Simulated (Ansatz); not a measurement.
**CH5SSn radical: small, medium and large basis sets**

The task here is to estimate one member of a computed series from the others.

Computed with Ansatz 0.2.0, Gaussian basis. Level: one geometry, several basis sets.

Plan: PBE0-D4/def2-SVP; ωB97M-V/def2-SVP; PBE0-D4/def2-QZVPP; ωB97M-V/def2-QZVPP; the functionals' def2-TZVPP values are taken from earlier runs.

### The geometry

All runs share one geometry, relaxed beforehand with PBE0-D4 in a triple-zeta def2 set. Sn takes the def2 core potential; no spin-orbit term is included.

SMILES `[CH3][SnH][SH]`, 8 atoms, charge 0, spin multiplicity 2.

Atoms are counted from 1 here; the program's logs count them from 0.

Bond lengths: C1–Sn2 2.163 Å, C1–H4 1.089 Å, C1–H5 1.091 Å, C1–H6 1.090 Å, Sn2–S3 2.422 Å, Sn2–H7 1.730 Å, S3–H8 1.343 Å. Angles: Sn2–C1–H4 109.9°, Sn2–C1–H5 107.7°, Sn2–C1–H6 109.6°, H4–C1–H5 109.9°, H4–C1–H6 109.7°, H5–C1–H6 110.0°, C1–Sn2–S3 107.5°, C1–Sn2–H7 110.4°, S3–Sn2–H7 102.4°, Sn2–S3–H8 93.7°.

Set-up of the first run:

File in.yaml:

```yaml
crystal:
  periodic: [false, false, false]
  atoms:
    - {symbol: C, position_ang: [-0.719276, 0.879890, -0.461587]}
    - {symbol: Sn, position_ang: [1.192822, -0.087183, -0.164169]}
    - {symbol: S, position_ang: [0.858427, -1.894172, 1.413768]}
    - {symbol: H, position_ang: [-1.045325, 1.349667, 0.465221]}
    - {symbol: H, position_ang: [-1.435807, 0.113499, -0.760904]}
    - {symbol: H, position_ang: [-0.629773, 1.633323, -1.244039]}
    - {symbol: H, position_ang: [1.671737, -0.930301, -1.596880]}
    - {symbol: H, position_ang: [0.199295, -1.121825, 2.292790]}
basis:
  gaussian: {orbitals: def2-SVP}
magnetization: {spin_polarized: true, initial_magnetization: 1}
hamiltonian: {xc: pbe0, dispersion: d4}
output: {orbitals: {seedname: orbitals}}
```

Steps of the session up to this table: PBE0-D4 in def2-SVP; ωB97M-V in def2-SVP; PBE0-D4 in def2-QZVPP; ωB97M-V in def2-QZVPP.

One table of the session follows, with a row left open; its other results are not shown here.

It belongs to the step «Density functionals: the series». 

| functional | basis | HOMO (eV) | LUMO (eV) |
| --- | --- | --- | --- |
| PBE0-D4 | def2-SVP | -5.72 | -2.98 |
| PBE0-D4 | def2-TZVPP | -5.82 | -3.07 |
| PBE0-D4 | def2-QZVPP | -5.85 | -3.09 |
| ωB97M-V | def2-SVP | -7.66 | -1.23 |
| ωB97M-V | def2-TZVPP | ? | ? |
| ωB97M-V | def2-QZVPP | -7.82 | -1.44 |

Estimate the missing values for ωB97M-V, def2-TZVPP.

As computed: HOMO (eV): -7.80; LUMO (eV): -1.39. In the column «HOMO (eV)» it lies between ωB97M-V, def2-QZVPP (-7.82) and ωB97M-V, def2-SVP (-7.66).
